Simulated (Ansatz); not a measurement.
# CH4OSi: the cost of one run

Method: PBE0-D4/def2-TZVP structures, single points in def2-TZVPP, no counterpoise correction; program: Ansatz 0.2.0, Gaussian basis.

Levels: SPW92, PBE-D4, BLYP-D4, r2SCAN-D4, B97M-V, PBE0-D4, B3LYP-D4, r2SCAN0-D4, BHLYP-D4, CAM-B3LYP-D4, wB97X-V, wB97M-V, B2PLYP, PBE-QIDH, RPA on PBE, Hartree-Fock, MP2, CCSD, CCSD(T).

Cores are frozen in the correlated methods. B3LYP uses VWN-RPA correlation. B2PLYP carries no dispersion term here.

56 further runs of the same task are left out: 56 set aside as unsound or not needed.

**1. Starting geometry**

The complex: 9 atoms, charge 0, spin multiplicity 1.

Atoms are counted from 1 here; the program's logs count them from 0.

Bond lengths: Si1–O3 1.658 Å, Si1–C4 1.821 Å, Si1–H6 1.476 Å, Si1–H7 1.476 Å, Cl2–H5 1.295 Å, O3–C4 1.467 Å, C4–H8 1.089 Å, C4–H9 1.089 Å. Angles: O3–Si1–C4 49.6°, O3–Si1–H6 117.1°, O3–Si1–H7 117.1°, C4–Si1–H6 121.3°, C4–Si1–H7 121.3°, H6–Si1–H7 114.4°, Si1–O3–C4 71.0°, Si1–C4–O3 59.4°, Si1–C4–H8 122.0°, Si1–C4–H9 122.0°, O3–C4–H8 112.8°, O3–C4–H9 112.8°, H8–C4–H9 113.7°.

Geometry (Å):

```xyz
9
CH5ClOSi
Si   -1.1394   -0.0722   -0.1274
Cl    1.8597   -2.1175    0.9109
O    -0.8993    1.5010   -0.5907
C     0.3928    0.9062   -0.2334
H     1.1999   -1.0824    0.4989
H    -1.8182   -0.2956    1.1645
H    -1.5088   -1.0345   -1.1843
H     1.0702    0.8260   -1.0818
H     0.8430    1.3688    0.6432
```

Its parts: CH4OSi holds atoms 1, 3, 4, 6, 7, 8, 9; HCl holds atoms 2, 5. Each part counts its atoms afresh in its own runs.

**2. Relaxing CH4OSi alone**

Input file relax-a/in.yaml:

```yaml
crystal:
  periodic: [false, false, false]
  atoms:
    - {symbol: Si, position_ang: [-1.139449, -0.072172, -0.127427]}
    - {symbol: O, position_ang: [-0.899264, 1.501050, -0.590749]}
    - {symbol: C, position_ang: [0.392837, 0.906170, -0.233367]}
    - {symbol: H, position_ang: [-1.818185, -0.295558, 1.164490]}
    - {symbol: H, position_ang: [-1.508772, -1.034549, -1.184347]}
    - {symbol: H, position_ang: [1.070245, 0.826023, -1.081807]}
    - {symbol: H, position_ang: [0.843032, 1.368809, 0.643248]}
basis:
  gaussian: {orbitals: def2-TZVP}
hamiltonian: {xc: pbe0, dispersion: d4}
relax: {f_tol: 0.005, max_steps: 200}
```

Launch:

```console
ansatz run in.yaml --threads 4 --pin off --events-out ev --progress --plain --max-ram 9574MiB
```

**Question.** How long does this run take on 4 threads of Arm Neoverse V2, shared host?

About 6 s.
